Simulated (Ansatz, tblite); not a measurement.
**The cluster B₆P₆: rung by rung**

How do method and basis change the picture of the cluster B₆P₆ (singlet)?

Computed with Ansatz 0.2.0, Gaussian basis. Level: as each input shows.

The runs, in order: GFN1-xTB, GFN2-xTB, PBE-D4/def2-TZVP, r2SCAN-D4/def2-TZVP, HF/def2-TZVP, B97M-V/def2-TZVP, PBE-D4/def2-SVP, PBE0-D4/def2-SVP, HF/STO-3G, HF/6-31G, B3LYP-D4/6-31G, CCSD(T)/def2-SVP.

2 further runs of the same task are left out: 2 set aside as unsound or not needed. Runs told in other sessions of the task aren't counted.

### 1 The geometry

The geometry is that of the singlet, from an earlier relaxation (PBE-D4/def2-SVP). At that level it is the lowest of the isomers that a small search found.

12 atoms, charge 0, spin multiplicity 1.

Bond lengths: B1–P7 1.910 Å, B1–P10 1.926 Å, B1–P12 1.877 Å, B2–B4 1.816 Å, B2–B5 1.877 Å, B2–P7 1.999 Å, B2–P9 1.919 Å, B3–B4 1.788 Å, B3–B5 1.824 Å, B3–B6 1.643 Å, B3–P10 1.904 Å, B4–B5 1.553 Å, B4–P8 1.923 Å, B5–B6 1.837 Å, B5–P11 1.924 Å, B6–P9 1.989 Å, B6–P11 1.913 Å, P7–P8 2.323 Å and more. Angles: P7–B1–P10 138.4°, P7–B1–P12 125.7°, P10–B1–P12 76.2°, B4–B2–B5 49.7°, B4–B2–P7 90.5°, B4–B2–P9 141.4°, B5–B2–P7 140.2°, B5–B2–P9 91.7°, P7–B2–P9 128.1°, B4–B3–B5 50.9°, B4–B3–B6 106.4°, B4–B3–P10 112.3°, B5–B3–B6 63.7°, B5–B3–P10 163.2°, B6–B3–P10 130.3°, B2–B4–B3 71.8°, B2–B4–B5 67.2°, B2–B4–P8 103.9° and more.

Geometry (Å):

```xyz
12
charge 0, multiplicity 1
B    -0.3713   -0.9332   -1.8346
B    -0.9440    0.4536    0.4992
B     0.8790   -0.6119    0.3980
B     0.6195    1.0507   -0.2051
B     0.6626    0.9332    1.3432
B     0.0400   -0.7319    1.8058
P    -1.7329    0.3076   -1.3312
P     0.2011    1.3715   -2.0539
P    -1.7635    0.0182    2.1795
P     1.0994   -1.8686   -1.0159
P     0.2325    0.5793    3.1850
P     1.0775   -0.5684   -2.9702
```

PBE0-D4/def2-TZVP was run before; its log isn't repeated, and its numbers join the tables.

### 2 GFN1-xTB

Tight binding, by tblite at 300 K electronic temperature and without a spin-polarisation term:

```python
tblite.interface.Calculator('GFN1-xTB', numbers, positions, charge=0, uhf=0).singlepoint()
```

Energy -654.6741 eV, HOMO -9.42 eV, LUMO -7.81 eV; 0.02 s.

### 3 GFN2-xTB

Tight binding, by tblite at 300 K electronic temperature and without a spin-polarisation term:

```python
tblite.interface.Calculator('GFN2-xTB', numbers, positions, charge=0, uhf=0).singlepoint()
```

Energy -606.9878 eV, HOMO -9.49 eV, LUMO -7.96 eV; 0.021 s.

### 4 PBE-D4/def2-TZVP

start.molden holds the orbitals of an earlier run on this state, given as this run's starting guess.

in.yaml

```yaml
crystal:
  periodic: [false, false, false]
  atoms:
    - {symbol: B, position_ang: [-0.371346, -0.933223, -1.834650]}
    - {symbol: B, position_ang: [-0.943994, 0.453607, 0.499240]}
    - {symbol: B, position_ang: [0.879022, -0.611926, 0.398000]}
    - {symbol: B, position_ang: [0.619488, 1.050664, -0.205068]}
    - {symbol: B, position_ang: [0.662648, 0.933221, 1.343231]}
    - {symbol: B, position_ang: [0.040042, -0.731918, 1.805847]}
    - {symbol: P, position_ang: [-1.732902, 0.307634, -1.331151]}
    - {symbol: P, position_ang: [0.201054, 1.371511, -2.053900]}
    - {symbol: P, position_ang: [-1.763495, 0.018151, 2.179465]}
    - {symbol: P, position_ang: [1.099448, -1.868626, -1.015876]}
    - {symbol: P, position_ang: [0.232529, 0.579309, 3.185019]}
    - {symbol: P, position_ang: [1.077496, -0.568385, -2.970157]}
basis:
  gaussian: {orbitals: def2-TZVP, initial_orbitals: start.molden}
hamiltonian: {xc: pbe, dispersion: d4}
scf: {omitted_lower_state_checks: [starts]}
output: {orbitals: {seedname: orbitals}}
```

Started as:

```sh
$ ansatz run in.yaml --threads 4 --pin off --events-out ev --progress --plain --max-ram 6963MiB
```

Standard output:

```text
Functional definition: PBE
  name "PBE"
  cite "Perdew, Burke & Ernzerhof, Phys. Rev. Lett. 77, 3865 (1996) doi:10.1103/PhysRevLett.77.3865"
  parent pbe
  parameter kappa = 0.804
  parameter beta = 0.06672455060314922
  exchange = pbe_x(kappa = kappa, mu = beta*pi^2/3)
  correlation = pbe_c(beta = beta)
these checks for a lower state are left out or cut short: starts
2634 factors; their error is unknown
mean field evaluation 1: about -59760.9971 eV, gradient 1.8e1 eV
mean field evaluation 2: about -59761.2481 eV, gradient 3.7e-1 eV
mean field evaluation 4: about -59761.2393 eV, gradient 2.2e-1 eV
mean field evaluation 8: about -59761.2394 eV, gradient 1.6e-5 eV
mean field -59761.23939065 eV, -2196.1850399834 hartree, gradient 1.6e-5 eV, S^2 0.000000; 0 other end points of the search recorded, 0 dependent functions left out
reference -59761.23943568 eV, -2196.1850416384 hartree; 60, 60 occupied and 348, 348 virtual orbitals, 2634 factors
Total energy: -59762.31183743 eV, -2196.2244516757 hartree
Checks for a lower state left out: starts
```

Run time: 13 s. Hardware: 4 threads of Arm Neoverse V1, shared host; peak memory 1.3 GiB.

From the report: HOMO -5.58 eV, LUMO -3.83 eV.

### 5 r2SCAN-D4/def2-TZVP

in.yaml, as its differences from that of step 4:

```diff
@@ -17,3 +17,3 @@
   gaussian: {orbitals: def2-TZVP, initial_orbitals: start.molden}
-hamiltonian: {xc: pbe, dispersion: d4}
+hamiltonian: {xc: r2scan, dispersion: d4}
 scf: {omitted_lower_state_checks: [starts]}
```

The command is unchanged.

Standard output:

```text
Functional definition: r2SCAN
  name "r2SCAN"
  cite "Furness, Kaplan, Ning, Perdew & Sun, J. Phys. Chem. Lett. 11, 8208 (2020) doi:10.1021/acs.jpclett.0c02405"
  cite "Furness, Kaplan, Ning, Perdew & Sun, J. Phys. Chem. Lett. 11, 9248 (2020) doi:10.1021/acs.jpclett.0c03077"
  parent r2scan
  parameter k0 = 0.174
  parameter k1 = 0.065
  parameter a1 = 4.9479
  exchange = r2scan_x(k0 = k0, k1 = k1, a1 = a1)
  correlation = r2scan_c
these checks for a lower state are left out or cut short: starts
2634 factors; their error is unknown
mean field evaluation 1: about -59785.7572 eV, gradient 1.2e1 eV
mean field evaluation 2: about -59785.8594 eV, gradient 1.9e-1 eV
mean field evaluation 4: about -59785.8547 eV, gradient 8.9e-4 eV
mean field -59785.85466307 eV, -2197.0896345600 hartree, gradient 2.1e-5 eV, S^2 0.000000; 0 other end points of the search recorded, 0 dependent functions left out
reference -59785.85467598 eV, -2197.0896350345 hartree; 60, 60 occupied and 348, 348 virtual orbitals, 2634 factors
Total energy: -59786.10477579 eV, -2197.0988260331 hartree
Checks for a lower state left out: starts
```

Run time: 24 s. Hardware: 4 threads of Arm Neoverse V1, shared host; peak memory 1.4 GiB.

HOMO -5.75 eV, LUMO -3.78 eV.

### 6 HF/def2-TZVP

in.yaml, as its differences from that of step 5:

```diff
@@ -17,3 +17,3 @@
   gaussian: {orbitals: def2-TZVP, initial_orbitals: start.molden}
-hamiltonian: {xc: r2scan, dispersion: d4}
+hamiltonian: {xc: hf}
 scf: {omitted_lower_state_checks: [starts]}
```

Same command.

Standard output:

```text
Functional definition: HF
  name "HF"
  cite "Fock, Z. Phys. 61, 126 (1930) doi:10.1007/BF01340294"
  parent pbe
  exchange = exact_x
  correlation = 0
these checks for a lower state are left out or cut short: starts
3390 factors; their error is unknown
mean field evaluation 1: about -59658.9097 eV, gradient 5.0e1 eV
mean field evaluation 2: about -59660.7747 eV, gradient 2.4e0 eV
mean field evaluation 4: about -59661.1297 eV, gradient 3.1e-1 eV
mean field -59661.12987840 eV, -2192.5060832650 hartree, gradient 1.5e-5 eV, S^2 0.000000; 0 other end points of the search recorded, 0 dependent functions left out
reference -59661.12987840 eV, -2192.5060832650 hartree; 60, 60 occupied and 348, 348 virtual orbitals, 3390 factors
Total energy: -59661.12987840 eV, -2192.5060832650 hartree
Checks for a lower state left out: starts
```

Run time: 23 s. Hardware: 4 threads of Arm Neoverse V1, shared host; peak memory 2.7 GiB.

HOMO -8.29 eV, LUMO 0.00 eV.

### 7 B97M-V/def2-TZVP

in.yaml, as its differences from that of step 6:

```diff
@@ -17,3 +17,3 @@
   gaussian: {orbitals: def2-TZVP, initial_orbitals: start.molden}
-hamiltonian: {xc: hf}
+hamiltonian: {xc: {name: B97M-V}}
 scf: {omitted_lower_state_checks: [starts]}
```

Launched as before.

Standard output, cut to the lines that bear on the results:

```text
Functional definition: B97M-V
  name "B97M-V"
  cite "Mardirossian & Head-Gordon, J. Chem. Phys. 142, 074111 (2015) doi:10.1063/1.4907719"
  cite "Becke, J. Chem. Phys. 107, 8554 (1997) doi:10.1063/1.475007"
  cite "Vydrov & Van Voorhis, J. Chem. Phys. 133, 244103 (2010) doi:10.1063/1.3521275"
  # Of w^i u^j: cxij and so on, Table III.
[...]
  gx(w, u) = cx00 + cx01*u + cx02*u^2 + (cx10 + cx11*u)*w
  gss(w, u) = css00 + css02*u^2 + css10*w + (css32*w^3 + css42*w^4)*u^2
  gos(w, u) = cos00 + cos01*u + cos03*u^3 + cos10*w + cos32*w^3*u^2
[...]
      + integral(e_c_pw_mod_opposite_spin*gos(b97_w_opposite, b97_u_opposite)) + vv10(b, c)
[...]
2634 factors; their error is unknown
[...]
mean field -59781.21516716 eV, -2196.9191362301 hartree, gradient 3.2e-5 eV, S^2 0.000000; 0 other end points of the search recorded, 0 dependent functions left out
reference -59781.21523154 eV, -2196.9191385960 hartree; 60, 60 occupied and 348, 348 virtual orbitals, 2634 factors
Total energy: -59781.21523154 eV, -2196.9191385960 hartree
Checks for a lower state left out: starts
```

Wall time 47 s (4 threads of Arm Neoverse V1, shared host); peak memory 1.5 GiB.

HOMO -5.76 eV, LUMO -3.66 eV.

### 8 PBE-D4/def2-SVP

in.yaml, as its differences from that of step 7:

```diff
@@ -16,4 +16,4 @@
 basis:
-  gaussian: {orbitals: def2-TZVP, initial_orbitals: start.molden}
-hamiltonian: {xc: {name: B97M-V}}
+  gaussian: {orbitals: def2-SVP, initial_orbitals: start.molden}
+hamiltonian: {xc: pbe, dispersion: d4}
 scf: {omitted_lower_state_checks: [starts]}
```

The command is unchanged.

Standard output:

```text
Functional definition: PBE
  name "PBE"
  cite "Perdew, Burke & Ernzerhof, Phys. Rev. Lett. 77, 3865 (1996) doi:10.1103/PhysRevLett.77.3865"
  parent pbe
  parameter kappa = 0.804
  parameter beta = 0.06672455060314922
  exchange = pbe_x(kappa = kappa, mu = beta*pi^2/3)
  correlation = pbe_c(beta = beta)
these checks for a lower state are left out or cut short: starts
2166 factors; their error is unknown
mean field evaluation 1: about -59737.7739 eV, gradient 1.1e1 eV
mean field evaluation 2: about -59738.0529 eV, gradient 2.8e-1 eV
mean field evaluation 4: about -59738.0056 eV, gradient 1.1e-3 eV
mean field -59738.00563268 eV, -2195.3312151265 hartree, gradient 1.3e-5 eV, S^2 0.000000; 0 other end points of the search recorded, 0 dependent functions left out
reference -59738.00567034 eV, -2195.3312165104 hartree; 60, 60 occupied and 132, 132 virtual orbitals, 2166 factors
Total energy: -59739.07807209 eV, -2195.3706265478 hartree
Checks for a lower state left out: starts
```

It took 4.3 s on 4 threads of Arm Neoverse V1, shared host.

Report: HOMO -5.63 eV, LUMO -3.85 eV.

### 9 PBE0-D4/def2-SVP

in.yaml, as its differences from that of step 8:

```diff
@@ -17,3 +17,3 @@
   gaussian: {orbitals: def2-SVP, initial_orbitals: start.molden}
-hamiltonian: {xc: pbe, dispersion: d4}
+hamiltonian: {xc: pbe0, dispersion: d4}
 scf: {omitted_lower_state_checks: [starts]}
```

Launched as before.

Standard output:

```text
Functional definition: PBE0
  name "PBE0"
  cite "Adamo & Barone, J. Chem. Phys. 110, 6158 (1999) doi:10.1063/1.478522"
  cite "Perdew, Burke & Ernzerhof, Phys. Rev. Lett. 77, 3865 (1996) doi:10.1103/PhysRevLett.77.3865"
  parent pbe
  parameter a = 0.25
  parameter kappa = 0.804
  parameter beta = 0.06672455060314922
  exchange = (1 - a)*pbe_x(kappa = kappa, mu = beta*pi^2/3) + a*exact_x
  correlation = pbe_c(beta = beta)
these checks for a lower state are left out or cut short: starts
1812 factors; integrals over basis functions are off by at most 9.9e-4 eV
mean field evaluation 1: about -59742.5756 eV, gradient 6.3e0 eV
mean field evaluation 2: about -59742.7266 eV, gradient 9.9e-2 eV
mean field evaluation 4: about -59742.9288 eV, gradient 9.2e-4 eV
mean field -59742.92883549 eV, -2195.5121394928 hartree, gradient 1.4e-5 eV, S^2 0.000000; 0 other end points of the search recorded, 0 dependent functions left out
reference -59742.92886378 eV, -2195.5121405321 hartree; 60, 60 occupied and 132, 132 virtual orbitals, 1812 factors
Total energy: -59743.85737072 eV, -2195.5462625331 hartree
Checks for a lower state left out: starts
```

Wall time 6.5 s (4 threads of Arm Neoverse V1, shared host); peak memory 0.67 GiB.

HOMO -6.58 eV, LUMO -3.21 eV.

### 10 HF/STO-3G

in.yaml, as its differences from that of step 9:

```diff
@@ -16,4 +16,4 @@
 basis:
-  gaussian: {orbitals: def2-SVP, initial_orbitals: start.molden}
-hamiltonian: {xc: pbe0, dispersion: d4}
+  gaussian: {orbitals: STO-3G}
+hamiltonian: {xc: hf}
 scf: {omitted_lower_state_checks: [starts]}
```

The command is unchanged.

Standard output:

```text
Functional definition: HF
  name "HF"
  cite "Fock, Z. Phys. 61, 126 (1930) doi:10.1007/BF01340294"
  parent pbe
  exchange = exact_x
  correlation = 0
these checks for a lower state are left out or cut short: starts
1019 factors; integrals over basis functions are off by at most 1.6e-4 eV
mean field evaluation 1: about -58979.1136 eV, gradient 2.8e1 eV
mean field evaluation 2: about -58979.4133 eV, gradient 2.8e1 eV
mean field evaluation 4: about -58983.7010 eV, gradient 5.2e0 eV
mean field evaluation 8: about -58983.8900 eV, gradient 8.7e-2 eV
mean field -58983.88770742 eV, -2167.6178925327 hartree, gradient 3.5e-5 eV, S^2 0.000000; 0 other end points of the search recorded, 0 dependent functions left out
reference -58983.88770742 eV, -2167.6178925327 hartree; 60, 60 occupied and 24, 24 virtual orbitals, 1019 factors
Total energy: -58983.88770742 eV, -2167.6178925327 hartree
Checks for a lower state left out: starts
```

Wall time 0.8 s (4 threads of Arm Neoverse V1, shared host).

From the report: HOMO -4.72 eV, LUMO 4.60 eV.

### 11 HF/6-31G

in.yaml, as its differences from that of step 10:

```diff
@@ -16,3 +16,3 @@
 basis:
-  gaussian: {orbitals: STO-3G}
+  gaussian: {orbitals: 6-31G}
 hamiltonian: {xc: hf}
```

Same command.

Standard output:

```text
Functional definition: HF
  name "HF"
  cite "Fock, Z. Phys. 61, 126 (1930) doi:10.1007/BF01340294"
  parent pbe
  exchange = exact_x
  correlation = 0
these checks for a lower state are left out or cut short: starts
1596 factors; integrals over basis functions are off by at most 7.4e-5 eV
mean field evaluation 1: about -59642.7590 eV, gradient 2.5e1 eV
mean field evaluation 2: about -59642.7830 eV, gradient 2.5e1 eV
mean field evaluation 4: about -59646.5491 eV, gradient 5.5e0 eV
mean field evaluation 8: about -59646.7388 eV, gradient 2.8e-1 eV
mean field -59646.74042555 eV, -2191.9772806263 hartree, gradient 2.2e-5 eV, S^2 0.000000; 0 other end points of the search recorded, 0 dependent functions left out
reference -59646.74042555 eV, -2191.9772806263 hartree; 60, 60 occupied and 72, 72 virtual orbitals, 1596 factors
Total energy: -59646.74042555 eV, -2191.9772806263 hartree
Checks for a lower state left out: starts
```

Run time: 2 s. Hardware: 4 threads of Arm Neoverse V1, shared host.

From the report: HOMO -8.55 eV, LUMO -0.38 eV.

### 12 B3LYP-D4/6-31G

in.yaml, as its differences from that of step 11:

```diff
@@ -17,3 +17,3 @@
   gaussian: {orbitals: 6-31G}
-hamiltonian: {xc: hf}
+hamiltonian: {xc: {name: B3LYP}, dispersion: d4}
 scf: {omitted_lower_state_checks: [starts]}
```

Launched as before.

Standard output, cut to the lines that bear on the results:

```text
Functional definition: B3LYP
  name "B3LYP"
  cite "Stephens, Devlin, Chabalowski & Frisch, J. Phys. Chem. 98, 11623 (1994) doi:10.1021/j100096a001"
  cite "Becke, Phys. Rev. A 38, 3098 (1988) doi:10.1103/PhysRevA.38.3098"
  cite "Lee, Yang & Parr, Phys. Rev. B 37, 785 (1988) doi:10.1103/PhysRevB.37.785"
  cite "Vosko, Wilk & Nusair, Can. J. Phys. 58, 1200 (1980) doi:10.1139/p80-159"
[...]
1596 factors; integrals over basis functions are off by at most 7.4e-5 eV
[...]
mean field -59781.32983288 eV, -2196.9233501176 hartree, gradient 2.0e-5 eV, S^2 0.000000; 0 other end points of the search recorded, 0 dependent functions left out
reference -59781.33013077 eV, -2196.9233610649 hartree; 60, 60 occupied and 72, 72 virtual orbitals, 1596 factors
Total energy: -59783.10280908 eV, -2196.9885057910 hartree
Checks for a lower state left out: starts
```

It took 4 s on 4 threads of Arm Neoverse V1, shared host.

HOMO -6.44 eV, LUMO -3.38 eV.

### 13 CCSD(T)/def2-SVP

in.yaml, as its differences from that of step 12:

```diff
@@ -16,4 +16,4 @@
 basis:
-  gaussian: {orbitals: 6-31G}
-hamiltonian: {xc: {name: B3LYP}, dispersion: d4}
+  gaussian: {orbitals: def2-SVP, initial_orbitals: start.molden}
+correlation: {method: ccsd_t}
 scf: {omitted_lower_state_checks: [starts]}
```

Launched as before.

Standard output, cut to the lines that bear on the results:

```text
Functional definition: HF
  name "HF"
  cite "Fock, Z. Phys. 61, 126 (1930) doi:10.1007/BF01340294"
  parent pbe
[...]
1812 factors; integrals over basis functions are off by at most 9.9e-4 eV
[...]
mean field -59637.72956775 eV, -2191.6461377097 hartree, gradient 7.3e-6 eV, S^2 0.000000; 0 other end points of the search recorded, 0 dependent functions left out
36 core orbitals not correlated: weight in the atoms' cores, before any rotation towards them, 1.000 or more for the frozen orbitals, at most 0.000 for the correlated occupied ones
reference -59637.72956775 eV, -2191.6461377097 hartree; 24, 24 occupied and 132, 132 virtual orbitals, 1812 factors
second order -33.85737085 eV of doubles, -0.00000000 eV of singles
cycle   1  -32.68477115 eV  change     1.2e0 eV  update   2.4e-1
[...]
cycle  13  -34.45512439 eV  change    4.3e-5 eV  update   2.3e-5
perturbative correction -2.50728699 eV, -0.0921410973 hartree
Total energy: -59674.69197912 eV, -2193.0044812738 hartree
Checks for a lower state left out: starts
```

Wall time 88 s (4 threads of Arm Neoverse V1, shared host); peak memory 2.2 GiB.

Report: Hartree-Fock HOMO -8.43 eV, LUMO -0.06 eV; T1 0.023. Doubts: large T1 diagnostic.

### 14 Levels side by side

| level | functions | HOMO (eV) | LUMO (eV) | gap (eV) | time |
| --- | --- | --- | --- | --- | --- |
| HF/STO-3G | 84 | -4.72 | 4.60 | 9.32 | 0.8 s |
| HF/6-31G | 132 | -8.55 | -0.38 | 8.18 | 2 s |
| HF/def2-TZVP | 408 | -8.29 | 0.00 | 8.29 | 23 s |
| PBE-D4/def2-SVP | 192 | -5.63 | -3.85 | 1.79 | 4.3 s |
| PBE-D4/def2-TZVP | 408 | -5.58 | -3.83 | 1.75 | 13 s |
| r2SCAN-D4/def2-TZVP | 408 | -5.75 | -3.78 | 1.97 | 24 s |
| B97M-V/def2-TZVP | 408 | -5.76 | -3.66 | 2.10 | 47 s |
| B3LYP-D4/6-31G | 132 | -6.44 | -3.38 | 3.06 | 4 s |
| PBE0-D4/def2-SVP | 192 | -6.58 | -3.21 | 3.37 | 6.5 s |
| PBE0-D4/def2-TZVP | 408 | -6.46 | -3.14 | 3.32 | 46 s |

The pieces so far (eV):

| basis | HF | MP2 correlation | CCSD correlation | (T) | total |
| --- | --- | --- | --- | --- | --- |
| def2-SVP | -59637.7296 | -33.8574 | -34.4551 | -2.5073 | -59674.6920 |

### 15 Binding energy

Free atoms were run apart at each level; binding is atoms less cluster, divided by the number of atoms, without zero-point or spin-orbit terms.

| level | binding an atom (eV) |
| --- | --- |
| HF/STO-3G | 3.427 |
| HF/6-31G | 1.647 |
| HF/def2-SVP† | 2.399 |
| HF/def2-TZVP | 2.388 |
| PBE-D4/def2-SVP | 4.431 |
| PBE-D4/def2-TZVP | 4.413 |
| r2SCAN-D4/def2-TZVP | 4.197 |
| B97M-V/def2-TZVP | 4.305 |
| B3LYP-D4/6-31G | 3.491 |
| PBE0-D4/def2-SVP | 4.266 |
| PBE0-D4/def2-TZVP | 4.253 |
| MP2/def2-SVP† | 3.898 |
| CCSD/def2-SVP† | 3.429 |
| CCSD(T)/def2-SVP† | 3.613 |

† marks a level with a doubtful state (flagged, unstable or spin-contaminated).

### 16 Outcome

```
                                                                  quantity                                 value
gap in def2-TZVP, named functionals and Hartree-Fock, smallest and largest        1.75 eV (PBE-D4), 8.29 eV (HF)
                                      correlation energy, CCSD(T)/def2-SVP                             -36.96 eV
                                 binding an atom, functionals in def2-TZVP  4.20 (r2SCAN-D4) to 4.41 eV (PBE-D4)
                           PBE0 total energy, smallest basis above largest        23.11 eV (def2-SVP, def2-TZVP)
```

What this shows: Orbital gaps of the named functionals and Hartree-Fock in def2-TZVP span 1.75 eV (PBE-D4) to 8.29 eV (HF); exact exchange widens it. Notes on CCSD(T)/def2-SVP: large T1 diagnostic.

The slowest run with a step of its own, CCSD(T)/def2-SVP, took 88 s; the quickest functional in def2-TZVP took 13 s (shared host).
